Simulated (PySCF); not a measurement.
# C₄HFN₄S: excited states, first hyperpolarisability

What do calculations give for the excited states, first hyperpolarisability of C₄HFN₄S (`Fc1cnc2nsnc2n1`)?

Computed with PySCF 2.14.0 and routines of our own; the level stands in each step. Atoms count from 0.

## Step 1: The starting structure

11 atoms, charge 0, multiplicity 1; geometry from: GFN2-xTB.

## Step 2: Optimising the geometry at PBE0-D3(BJ)/def2-SVP

The job: settings as JSON, then the geometry in Å.

```
{"job": {"xc": "PBE0", "basis": "def2-SVP", "d3": "d3bj", "grid": 2, "kind": "geom"}, "charge": 0, "multiplicity": 1}
F     -2.666186    -1.199771     0.038458
C     -1.471061    -0.614644     0.021730
C     -1.418693     0.804264     0.039185
N     -0.286832     1.452043     0.022931
C      0.814607     0.687131    -0.011180
N      2.072533     1.120083    -0.034263
S      3.040161    -0.154099    -0.071406
N      1.943443    -1.322341    -0.060796
C      0.740620    -0.758266    -0.027095
N     -0.435842    -1.399778    -0.009747
H     -2.327325     1.388049     0.066219
```

Command:

```sh
> OMP_NUM_THREADS=1 python excited_run.py task.json out
```

One launch serves the whole session: the jobs run in the order shown.

The program printed:

```text
step   0  E = -868.91738636  max force = 0.028987
step   1  E = -868.91720161  max force = 0.007372
step   2  E = -868.91931207  max force = 0.005222
step   3  E = -868.91991733  max force = 0.006109
step   4  E = -868.92019140  max force = 0.003085
step   5  E = -868.92025975  max force = 0.001487
step   6  E = -868.92027666  max force = 0.000342
step   7  E = -868.92027787  max force = 0.000254
optimisation converged
```

Run time: 1.7 min. Hardware: 1 thread of Arm Neoverse V2, shared host; peak memory 0.73 GiB.

Relaxation path: (the energy doesn't fall at every step)

```tsv
step	energy from step 0 (eV)	largest force component (eV/Å)
0	0.0000	1.4906
1	0.0050	0.3791
2	-0.0524	0.2685
3	-0.0689	0.3141
4	-0.0763	0.1586
5	-0.0782	0.0765
6	-0.0786	0.0176
7	-0.0787	0.0131
```

Close pairs (by a distance rule), those that changed most:

```tsv
bond	before (Å)	after (Å)	change (Å)
S6–N7	1.602	1.627	+0.025
C1–C2	1.420	1.444	+0.024
N5–S6	1.600	1.624	+0.023
C2–H10	1.080	1.096	+0.016
C1–N9	1.300	1.284	-0.015
C8–N9	1.340	1.355	+0.015
N3–C4	1.341	1.356	+0.015
F0–C1	1.331	1.317	-0.014
```

The next job starts from the end point, and lists it.

```tsv
at the end point	value
point group (found at 0.08 Å tolerance)	Cs
rotational constants (GHz, main isotopes)	3.472, 0.863, 0.691
dipole moment (D)	0.79
```

## Step 3: Excited states: TDA CAM-B3LYP/def2-TZVP

The job: settings as JSON, then the geometry in Å.

```
{"job": {"kind": "states", "xc": "CAM-B3LYP", "basis": "def2-TZVP", "tda": true, "soc": true, "nstates": 6, "ntriplets": 5, "nquad": 4}, "charge": 0, "multiplicity": 1}
F     -2.238774    -1.111688     1.480784
C     -1.227554    -0.600266     0.809597
C     -1.170750     0.841093     0.747211
N     -0.224674     1.468122     0.115759
C      0.697811     0.667571    -0.473302
N      1.742978     1.105283    -1.166312
S      2.539539    -0.220263    -1.661034
N      1.608162    -1.395211    -1.028099
C      0.620685    -0.776611    -0.394543
N     -0.380136    -1.401269     0.271638
H     -1.953365     1.419137     1.251495
```

Method: TDA CAM-B3LYP/def2-TZVP excited states, vertical, gas phase, spin-orbit mean-field couplings.

The program printed:

```text
coarse grid: 11928 points
cycle   1  E = -869.9351497179  dE =  2.626e+00  |g| = 7.722e-01  |ddm| = 3.451e+00
cycle   2  E = -869.8757393190  dE =  5.941e-02  |g| = 1.025e+00  |ddm| = 1.002e+00
cycle   3  E = -870.0580358110  dE = -1.823e-01  |g| = 8.447e-02  |ddm| = 5.431e-01
cycle   4  E = -870.0592069275  dE = -1.171e-03  |g| = 4.882e-02  |ddm| = 1.165e-01
cycle   5  E = -870.0597716411  dE = -5.647e-04  |g| = 1.397e-02  |ddm| = 4.793e-02
cycle   6  E = -870.0598174619  dE = -4.582e-05  |g| = 4.234e-03  |ddm| = 1.454e-02
cycle   7  E = -870.0598216554  dE = -4.194e-06  |g| = 1.734e-03  |ddm| = 5.269e-03
final grid: 117528 points
cycle   8  E = -870.0520904249  dE = -3.363e-05  |g| = 5.318e-03  |ddm| = 3.956e-02
cycle   9  E = -870.0520865977  dE =  3.827e-06  |g| = 6.915e-03  |ddm| = 8.142e-03
cycle  10  E = -870.0520954161  dE = -8.818e-06  |g| = 8.252e-04  |ddm| = 4.790e-03
cycle  11  E = -870.0520955205  dE = -1.044e-07  |g| = 4.432e-04  |ddm| = 8.354e-04
cycle  12  E = -870.0520955617  dE = -4.119e-08  |g| = 1.418e-04  |ddm| = 3.847e-04
cycle  13  E = -870.0520955659  dE = -4.241e-09  |g| = 3.742e-05  |ddm| = 1.154e-04
cycle  14  E = -870.0520955664  dE = -4.422e-10  |g| = 1.687e-05  |ddm| = 4.017e-05
converged SCF energy = -870.0520955664

Singlet excitations
state   eV       nm        f     d(h-e)  d(exc)  Lambda  PR(NTO)  |dmu|/D   mu/D   main configurations
  1   3.6528   339.4   0.00099   0.438   2.968   0.524   1.030    1.298    1.972   H-1->L 0.96
  2   4.6257   268.0   0.00005   0.650   2.894   0.457   1.018    1.779    1.576   H-3->L 0.94
  3   4.6747   265.2   0.42502   0.431   3.151   0.703   1.256    0.743    0.437   H->L 0.88
  4   5.1292   241.7   0.07773   0.524   3.132   0.790   1.223    1.328    1.146   H-2->L 0.89
  5   5.5045   225.2   0.00096   0.401   2.677   0.483   1.602                     H-4->L 0.73, H-1->L+2 0.12, H-1->L+1 0.08
  6   5.9716   207.6   0.00847   0.608   2.642   0.556   1.591                     H-1->L+1 0.65, H-6->L 0.18

Triplet excitations (Tamm-Dancoff)
state   eV     d(h-e)  d(exc)  Lambda  PR(NTO)   main configurations
  1   2.9127   0.192   3.098   0.710   1.039   H->L 0.97
  2   3.1639   0.346   2.815   0.524   1.056   H-1->L 0.90
  3   3.2256   0.082   2.787   0.803   1.169   H-2->L 0.91
  4   4.0310   0.444   2.721   0.459   1.060   H-3->L 0.86, H-3->L+1 0.10
  5   4.8360   0.345   2.540   0.485   1.594   H-4->L 0.68
S1 - T1 = 0.7401 eV

Spin-orbit couplings |<S|Hso|T>| (cm-1)
             T1       T2       T3       T4       T5
S0        0.105    6.138    0.657   85.866   17.238
S1       12.857    0.221    6.010    1.356    1.227
S2       39.688    2.288    4.268    0.347    0.528
S3        0.373   11.365    0.259   39.550    9.631
S4        0.235    2.437    0.058   12.874    4.838
S5        9.481    1.985    2.719    1.437    0.399
S6       18.452    0.628    6.122    3.701    2.468
T1 sublevels (cm-1): 0.000 0.006 0.048   radiative rates (1/s): 0.000832 0.000696 0.408
```

Run time: 2.1 min. Hardware: 1 thread of Arm Neoverse V2, shared host; peak memory 1.3 GiB.

Key values:

```tsv
quantity	value
S1 less T1	0.74 eV
```

## Step 4: Excited states: TDDFT CAM-B3LYP/aug-cc-pVDZ

Settings changed since step 3:

```diff
@@ -1,2 +1,2 @@
-{"job": {"kind": "states", "xc": "CAM-B3LYP", "basis": "def2-TZVP", "tda": true, "soc": true, "nstates": 6, "ntriplets": 5, "nquad": 4}, "charge": 0, "multiplicity": 1}
+{"job": {"kind": "states", "xc": "CAM-B3LYP", "basis": "aug-cc-pVDZ", "tpa": true, "nstates": 8, "nquad": 6, "ntriplets": 0}, "charge": 0, "multiplicity": 1}
 F     -2.238774    -1.111688     1.480784
```

With the program's defaults for keys left out, this is: TDDFT CAM-B3LYP/aug-cc-pVDZ excited states, vertical, gas phase, two-photon moments by quadratic response.

The program printed:

```text
coarse grid: 11928 points
cycle   1  E = -869.7531090764  dE =  2.693e+00  |g| = 7.377e-01  |ddm| = 1.160e+01
cycle   2  E = -869.7023979844  dE =  5.071e-02  |g| = 9.592e-01  |ddm| = 2.904e+00
cycle   3  E = -869.8754142696  dE = -1.730e-01  |g| = 8.371e-02  |ddm| = 1.770e+00
cycle   4  E = -869.8768089612  dE = -1.395e-03  |g| = 4.455e-02  |ddm| = 3.287e-01
cycle   5  E = -869.8773231142  dE = -5.142e-04  |g| = 1.402e-02  |ddm| = 1.301e-01
cycle   6  E = -869.8773697407  dE = -4.663e-05  |g| = 4.058e-03  |ddm| = 3.357e-02
cycle   7  E = -869.8773734561  dE = -3.715e-06  |g| = 2.154e-03  |ddm| = 1.149e-02
final grid: 117528 points
cycle   8  E = -869.9076673349  dE = -1.324e-05  |g| = 5.440e-03  |ddm| = 1.314e-01
cycle   9  E = -869.9076586494  dE =  8.685e-06  |g| = 8.482e-03  |ddm| = 2.404e-02
cycle  10  E = -869.9076732818  dE = -1.463e-05  |g| = 1.136e-03  |ddm| = 1.288e-02
cycle  11  E = -869.9076735637  dE = -2.819e-07  |g| = 2.590e-04  |ddm| = 2.176e-03
cycle  12  E = -869.9076735793  dE = -1.557e-08  |g| = 1.022e-04  |ddm| = 6.601e-04
cycle  13  E = -869.9076735820  dE = -2.680e-09  |g| = 3.443e-05  |ddm| = 3.228e-04
cycle  14  E = -869.9076735824  dE = -4.184e-10  |g| = 1.296e-05  |ddm| = 1.160e-04
converged SCF energy = -869.9076735824

Singlet excitations
state   eV       nm        f     d(h-e)  d(exc)  Lambda  PR(NTO)  |dmu|/D   mu/D   delta(TPA)   sigma/GM   main configurations
  1   3.6245   342.1   0.00086   0.430   2.985   0.523   1.030    1.263    1.999        0.18      0.001   H-1->L 0.96
  2   4.4237   280.3   0.31513   0.402   3.135   0.691   1.307    0.731    0.370       17.78      0.127   H->L 0.94
  3   4.5989   269.6   0.00001   0.673   2.917   0.457   1.021    1.764    1.540        0.73      0.006   H-3->L 0.93
  4   4.8658   254.8   0.06142   0.466   3.121   0.780   1.247    1.148    0.989       13.75      0.119   H-2->L 0.95
  5   5.4745   226.5   0.00060   0.400   2.688   0.481   1.617    1.290    1.613        1.77      0.019   H-4->L 0.72, H-1->L+3 0.12, H-1->L+1 0.09
  6   5.9362   208.9   0.00704   0.643   2.679   0.545   1.559    1.455    2.016        1.17      0.015   H-1->L+1 0.64, H-6->L 0.18, H-1->L+3 0.09
  7   6.2936   197.0   0.00932   0.184   2.959   0.675   1.151                                            H->L+1 0.93
  8   6.3995   193.7   0.00002   0.091   2.972   0.470   1.449                                            H-1->L+3 0.72, H-4->L 0.15
```

It took 98 s on 1 thread of Arm Neoverse V2, shared host; peak memory 1 GiB.

## Step 5: First hyperpolarisability: quadratic response CAM-B3LYP/aug-cc-pVDZ

Settings changed since step 4:

```diff
@@ -1,2 +1,2 @@
-{"job": {"kind": "states", "xc": "CAM-B3LYP", "basis": "aug-cc-pVDZ", "tpa": true, "nstates": 8, "nquad": 6, "ntriplets": 0}, "charge": 0, "multiplicity": 1}
+{"job": {"kind": "beta", "xc": "CAM-B3LYP", "basis": "aug-cc-pVDZ"}, "charge": 0, "multiplicity": 1}
 F     -2.238774    -1.111688     1.480784
```

Level: quadratic response CAM-B3LYP/aug-cc-pVDZ first hyperpolarisability, Taylor convention, gas phase.

The program printed:

```text
coarse grid: 11928 points
cycle   1  E = -869.7531090764  dE =  2.693e+00  |g| = 7.377e-01  |ddm| = 1.160e+01
cycle   2  E = -869.7023979844  dE =  5.071e-02  |g| = 9.592e-01  |ddm| = 2.904e+00
cycle   3  E = -869.8754142696  dE = -1.730e-01  |g| = 8.371e-02  |ddm| = 1.770e+00
cycle   4  E = -869.8768089612  dE = -1.395e-03  |g| = 4.455e-02  |ddm| = 3.287e-01
cycle   5  E = -869.8773231142  dE = -5.142e-04  |g| = 1.402e-02  |ddm| = 1.301e-01
cycle   6  E = -869.8773697407  dE = -4.663e-05  |g| = 4.058e-03  |ddm| = 3.357e-02
cycle   7  E = -869.8773734561  dE = -3.715e-06  |g| = 2.154e-03  |ddm| = 1.149e-02
final grid: 117528 points
cycle   8  E = -869.9076673349  dE = -1.324e-05  |g| = 5.440e-03  |ddm| = 1.314e-01
cycle   9  E = -869.9076586494  dE =  8.685e-06  |g| = 8.482e-03  |ddm| = 2.404e-02
cycle  10  E = -869.9076732818  dE = -1.463e-05  |g| = 1.136e-03  |ddm| = 1.288e-02
cycle  11  E = -869.9076735637  dE = -2.819e-07  |g| = 2.590e-04  |ddm| = 2.176e-03
cycle  12  E = -869.9076735793  dE = -1.557e-08  |g| = 1.022e-04  |ddm| = 6.601e-04
cycle  13  E = -869.9076735820  dE = -2.680e-09  |g| = 3.443e-05  |ddm| = 3.228e-04
cycle  14  E = -869.9076735824  dE = -4.184e-10  |g| = 1.296e-05  |ddm| = 1.160e-04
converged SCF energy = -869.9076735824

Lowest singlets (eV, f): 3.6245 0.0009  4.4237 0.3151  4.5989 0.0000

First hyperpolarisability (au)
process     nm      |vector|   parallel      HRS      DR
static         -      152.08     -15.87      72.62   3.453
shg       1907.0      151.64     -19.89      74.46   3.351
eope      1907.0      152.01     -17.11          -       -
shg       1064.0      148.40     -33.24      80.09   2.989
eope      1064.0      151.58     -20.21          -       -
```

Run time: 71 s. Hardware: 1 thread of Arm Neoverse V2, shared host; peak memory 1 GiB.

## Step 6: Results

| quantity | value |
| --- | --- |
| point group | Cs |
| rotational constants (main isotopes) | 3.47, 0.86, 0.69 GHz |
| S1 less T1 (step 3, TDA CAM-B3LYP/def2-TZVP) | 0.74 eV |
| β vector (step 5, quadratic response CAM-B3LYP/aug-cc-pVDZ) | static 152, SHG 1907.0 nm 152, SHG 1064.0 nm 148 au |

In words: Over 7 steps the energy fell by 0.079 eV; of the close pairs, S6–N7 changed most, 1.602 to 1.627 Å. In step 3, the number of triplets below S1 is 3, and the largest singlet-triplet spin-orbit coupling is S0–T4, 85.87 cm⁻¹.
